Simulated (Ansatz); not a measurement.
# CH3BClI: a ladder of functionals and wavefunction methods

The task here is to estimate one member of a computed series from the others.

Program: Ansatz 0.2.0, Gaussian basis. Level of theory: functionals in def2-TZVPP, the program's frozen cores in correlated methods. These are calculated values, not measurements.

Plan: LDA (SPW92), PBE-D4, revPBE-D4, BLYP-D4, r2SCAN-D4, B97M-V, PBE0-D4, B3LYP-D4, r2SCANh-D4, r2SCAN0-D4, HSE06-D4, BHLYP-D4, CAM-B3LYP-D4, LC-ωPBE, ωB97X-V, ωB97M-V, B2PLYP, PBE-QIDH; CCSD(T)/def2-SVP; CCSD(T)/def2-TZVPP; MP2/def2-QZVPP; extrapolation to the limit; RPA on PBE.

**The geometry**

All runs share one geometry, relaxed beforehand with PBE0-D4 in a triple-zeta def2 set. I takes the def2 core potential; no spin-orbit term is included.

SMILES `CB(Cl)I`, 7 atoms, charge 0, spin multiplicity 1.

Atoms are counted from 1 here; the program's logs count them from 0.

Bond lengths: C1–B2 1.551 Å, C1–H5 1.091 Å, C1–H6 1.095 Å, C1–H7 1.095 Å, B2–Cl3 1.742 Å, B2–I4 2.136 Å. Angles: B2–C1–H5 113.0°, B2–C1–H6 110.1°, B2–C1–H7 109.8°, H5–C1–H6 109.1°, H5–C1–H7 109.0°, H6–C1–H7 105.6°, C1–B2–Cl3 122.3°, C1–B2–I4 119.9°, Cl3–B2–I4 117.9°.

Geometry (Å):

```xyz
7
CH3BClI
C     0.1089    0.7669    0.0481
B     0.0129   -0.7810    0.0241
Cl    1.0686   -1.7934    0.9705
I    -1.4560   -1.7367   -1.1979
H     0.9062    1.1348    0.6948
H     0.2644    1.1493   -0.9658
H    -0.8439    1.1922    0.3806
```

Set-up of the first run:

in.yaml

```yaml
crystal:
  periodic: [false, false, false]
  atoms:
    - {symbol: C, position_ang: [0.108892, 0.766887, 0.048071]}
    - {symbol: B, position_ang: [0.012948, -0.780985, 0.024086]}
    - {symbol: Cl, position_ang: [1.068645, -1.793420, 0.970451]}
    - {symbol: I, position_ang: [-1.456032, -1.736699, -1.197867]}
    - {symbol: H, position_ang: [0.906217, 1.134837, 0.694791]}
    - {symbol: H, position_ang: [0.264427, 1.149307, -0.965788]}
    - {symbol: H, position_ang: [-0.843898, 1.192173, 0.380555]}
basis:
  gaussian: {orbitals: def2-TZVPP}
hamiltonian: {xc: lda}
output: {orbitals: {seedname: orbitals}}
```

Among the steps run: LDA; PBE-D4 (GGA); revPBE-D4 (GGA); BLYP-D4 (GGA); r2SCAN-D4 (meta-GGA); B97M-V (meta-GGA); PBE0-D4 (hybrid); B3LYP-D4 (hybrid); r2SCANh-D4 (hybrid); r2SCAN0-D4 (hybrid); HSE06-D4 (hybrid); BHLYP-D4 (hybrid); CAM-B3LYP-D4 (range-separated); LC-ωPBE-D4 (range-separated; the results give it without D4); ωB97X-V (range-separated); ωB97M-V (range-separated); B2PLYP (double hybrid); PBE-QIDH (double hybrid).

One of the session's tables, all rows but one given; the rest of the session is left out.

It belongs to the step «Frontier levels by functional». 

```
  functional  HOMO (eV)  LUMO (eV)  gap (eV)
 LDA (SPW92)      -6.61      -2.71      3.90
      PBE-D4      -6.45      -2.48      3.97
   revPBE-D4      -6.39      -2.38      4.01
     BLYP-D4      -6.26      -2.29      3.97
   r2SCAN-D4      -6.73      -2.20      4.54
      B97M-V      -6.74      -2.08      4.66
     PBE0-D4      -7.60      -1.58      6.02
    B3LYP-D4      -7.35      -1.74      5.61
  r2SCANh-D4      -7.16      -1.89      5.27
  r2SCAN0-D4      -7.79      -1.41      6.38
    HSE06-D4      -7.21      -1.96      5.25
    BHLYP-D4      -8.58      -0.49      8.09
CAM-B3LYP-D4      -8.86      -0.43      8.43
     LC-ωPBE          ?          ?         ?
     ωB97X-V      -9.88       0.60     10.48
     ωB97M-V      -9.74       0.45     10.19
```

Q: Estimate the row for LC-ωPBE from the others.

As computed: HOMO (eV): -10.22; LUMO (eV): 0.64; gap (eV): 10.86. In the column «HOMO (eV)» it is the lowest.
